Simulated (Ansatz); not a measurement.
**CH₂BClS: vertical ionisation energy**

The task here is to estimate one member of a computed series from the others.

Program: Ansatz 0.2.0, Gaussian basis. Level of theory: unrestricted cation, the program's frozen cores in correlated methods. These are calculated values, not measurements.

Levels to be run: UKS PBE-D4/def2-TZVPP; UKS r2SCAN-D4/def2-TZVPP; UKS PBE0-D4/def2-TZVPP; UKS B3LYP-D4/def2-TZVPP; UKS wB97X-V/def2-TZVPP; UKS wB97M-V/def2-TZVPP; UKS B2PLYP/def2-TZVPP; UHF-CCSD(T)/def2-TZVPP; UHF-MP2/def2-QZVPP; extrapolation to the limit; then −ε(HOMO) from the neutral's earlier runs with LDA (SPW92), PBE-D4, revPBE-D4, BLYP-D4, r2SCAN-D4, B97M-V, PBE0-D4, B3LYP-D4, r2SCANh-D4, r2SCAN0-D4, HSE06-D4, BHLYP-D4, CAM-B3LYP-D4, LC-ωPBE, ωB97X-V, ωB97M-V.

## The geometry

All runs share one geometry, relaxed beforehand with PBE0-D4 in a triple-zeta def2 set.

6 atoms, charge 0, spin multiplicity 1.

Atoms are counted from 1 here; the program's logs count them from 0.

Bond lengths: Cl1–B2 1.716 Å, B2–C3 1.525 Å, B2–S4 1.738 Å, C3–S4 1.880 Å, C3–H5 1.086 Å, C3–H6 1.086 Å. Angles: Cl1–B2–C3 146.3°, Cl1–B2–S4 143.7°, C3–B2–S4 70.0°, B2–C3–S4 60.4°, B2–C3–H5 121.3°, B2–C3–H6 121.3°, S4–C3–H5 113.8°, S4–C3–H6 113.8°, H5–C3–H6 113.8°, B2–S4–C3 49.7°.

The first run:

in.yaml reads:

```yaml
crystal:
  periodic: [false, false, false]
  atoms:
    - {symbol: Cl, position_ang: [-0.987478, -2.236699, 0.270914]}
    - {symbol: B, position_ang: [-0.518723, -0.625566, -0.088137]}
    - {symbol: C, position_ang: [0.521474, 0.469280, 0.120331]}
    - {symbol: S, position_ang: [-0.980427, 0.806908, -0.958134]}
    - {symbol: H, position_ang: [1.460989, 0.465422, -0.424989]}
    - {symbol: H, position_ang: [0.546366, 1.056654, 1.033813]}
basis:
  gaussian: {orbitals: def2-TZVPP}
total_charge: 1
magnetization: {spin_polarized: true, initial_magnetization: 1}
hamiltonian: {xc: pbe, dispersion: d4}
```

Launch:

```
> ansatz run in.yaml --threads 2 --pin off --events-out ev --progress --plain --max-ram 4352MiB
```

Steps of the session up to this table: Cation, UKS PBE-D4/def2-TZVPP; Cation, UKS r2SCAN-D4/def2-TZVPP; Cation, UKS PBE0-D4/def2-TZVPP; Cation, UKS B3LYP-D4/def2-TZVPP; Cation, UKS wB97X-V/def2-TZVPP; Cation, UKS wB97M-V/def2-TZVPP; Cation, UKS B2PLYP (frozen core)/def2-TZVPP; Cation, UHF-CCSD(T)/def2-TZVPP; Cation, UHF-MP2/def2-QZVPP.

One table of the session follows, with a row left open; its other results are not shown here.

Orbital estimates, from the neutral's runs:

```
  functional  −ε(HOMO) (eV)
 LDA (SPW92)           6.65
      PBE-D4           6.53
   revPBE-D4           6.49
     BLYP-D4           6.35
   r2SCAN-D4           6.77
      B97M-V           6.82
     PBE0-D4           7.70
    B3LYP-D4           7.45
  r2SCANh-D4           7.20
  r2SCAN0-D4           7.86
    HSE06-D4           7.30
    BHLYP-D4           8.71
CAM-B3LYP-D4           8.98
     LC-ωPBE          10.38
     ωB97X-V              ?
     ωB97M-V           9.83
```

Estimate the missing values for ωB97X-V.

As computed: −ε(HOMO) (eV): 10.01. In the column «−ε(HOMO) (eV)» it lies between ωB97M-V (9.83) and LC-ωPBE (10.38).
